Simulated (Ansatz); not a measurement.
# H10CO5: the cost of one run

Program: Ansatz 0.2.0. Level of theory: DFT PBE, plane waves, PAW, scalar-relativistic, no spin polarisation. These are calculated values, not measurements.

## 1. The starting structure

The cell holds 16 atoms (CH10O5): a = 5.657 Å, b = 5.657 Å, c = 5.657 Å, α = 90.00°, β = 90.00°, γ = 90.00°.

Structure file:

```xyz
16
Lattice="5.6567 0.0000 0.0000 0.0000 5.6567 0.0000 0.0000 0.0000 5.6567" Properties=species:S:1:pos:R:3 pbc="T T T"
O     4.4807    0.1379    1.6313
H     3.5536   -0.1287    1.5441
H     4.4354    1.0893    1.8070
O     4.7875    3.6482    4.6358
H     5.7479    3.5439    4.7064
H     4.6655    4.5967    4.4821
O     2.7072    1.4939    0.3991
H     2.5964    2.3045   -0.1193
H     2.8328    0.8039   -0.2688
O     1.0139    3.8094    2.2807
H     0.9819    2.9049    1.9357
H     0.0918    4.1042    2.2513
O     2.8486    4.3568    5.7135
C     2.2928    4.5500    4.6447
H     1.4988    5.3071    4.5237
H     2.5517    3.9791    3.7362
```

## 2. Relaxing the start

Contents of input.yaml:

```yaml
accuracy: low
crystal:
  lattice:
    - [5.656653, 0.0, 0.0]
    - [0.0, 5.656653, 0.0]
    - [0.0, 0.0, 5.656653]
  atoms:
    - { symbol: O, position: [0.7921092, 0.0243725, 0.2883859] }
    - { symbol: H, position: [0.6282208, -0.0227552, 0.2729629] }
    - { symbol: H, position: [0.7840974, 0.1925656, 0.3194532] }
    - { symbol: O, position: [0.8463516, 0.6449372, 0.819527] }
    - { symbol: H, position: [1.0161239, 0.6265036, 0.8320117] }
    - { symbol: H, position: [0.8247777, 0.812612, 0.7923609] }
    - { symbol: O, position: [0.4785817, 0.2641048, 0.0705618] }
    - { symbol: H, position: [0.4589986, 0.4074045, -0.0210896] }
    - { symbol: H, position: [0.5007936, 0.1421193, -0.0475248] }
    - { symbol: O, position: [0.1792402, 0.6734365, 0.4031923] }
    - { symbol: H, position: [0.1735762, 0.5135446, 0.3421942] }
    - { symbol: H, position: [0.0162211, 0.7255522, 0.3979977] }
    - { symbol: O, position: [0.50358, 0.7702009, 1.0100574] }
    - { symbol: C, position: [0.4053356, 0.8043675, 0.821099] }
    - { symbol: H, position: [0.2649584, 0.938202, 0.7997181] }
    - { symbol: H, position: [0.4510932, 0.7034392, 0.660493] }
basis:
  ecutwfc: 420.0
kpoints:
  mp_grid: { grid: [1, 1, 1] }
hamiltonian:
  xc: pbe
scf:
  occupations: { method: fermi_dirac, width: 0.02 }
  lower_state_search: "off"
relax:
  f_tol: 0.3
  max_steps: 15
  adjacent_minimum: "off"
```

The run is started by

```console
ansatz run input.yaml --threads 1 --pin off --max-ram 3072MiB --backend cpu --events-out ev --progress --plain --runs-dir out
```

What time and memory should one allow on 1 thread of Arm Neoverse V2, shared host?

About 13 s, with a peak of 0.3 GiB.
